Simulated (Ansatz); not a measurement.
# BCl2H2N: the cost of one run

Program: Ansatz 0.2.0. Level of theory: UKS PBE-D4/STO-3G. These are calculated values, not measurements.

### 1 Starting point

Bond lengths: B1–Cl2 2.170 Å, B1–N3 1.339 Å, B1–Cl5 1.659 Å, N3–H6 1.003 Å. Angles: Cl2–B1–N3 93.2°, Cl2–B1–Cl5 120.5°, N3–B1–Cl5 146.3°, B1–N3–H6 136.5°.

Coordinates:

```xyz
6

B     0.4325    0.4037    0.2384
Cl    1.1821   -1.5143   -0.4463
N    -0.8316    0.1146   -0.0952
H    -0.5236   -1.0966   -0.5621
Cl    1.4633    1.5217    0.9007
H    -1.7226    0.5709   -0.0355
```

### 2 Run 1

150 steps of 0.5 fs at constant energy, with velocities drawn for 1000 K.

input.yaml reads:

```yaml
crystal:
  periodic: [false, false, false]
  atoms:
    - { symbol: B, position_ang: [0.4325, 0.4037, 0.2384] }
    - { symbol: Cl, position_ang: [1.1821, -1.5143, -0.4463] }
    - { symbol: "N", position_ang: [-0.8316, 0.1146, -0.0952] }
    - { symbol: H, position_ang: [-0.5236, -1.0966, -0.5621] }
    - { symbol: Cl, position_ang: [1.4633, 1.5217, 0.9007] }
    - { symbol: H, position_ang: [-1.7226, 0.5709, -0.0355] }
magnetization:
  spin_polarized: true
basis:
  gaussian: { orbitals: STO-3G }
hamiltonian:
  xc: pbe
  dispersion: d4
md:
  timestep: 0.5
  n_steps: 150
  ensemble: nve
  temperature: 1000.0
  initial_velocities: maxwell_boltzmann
  seed: 878362
```

The run is started by

```
> ansatz run input.yaml --threads 1 --pin off --max-ram 2048MiB --backend cpu --events-out ev --progress --plain --runs-dir out
```

What time and memory should one allow on 1 thread of Arm Neoverse V1, shared host?

About 4.2 min, with a peak of 0.097 GiB.
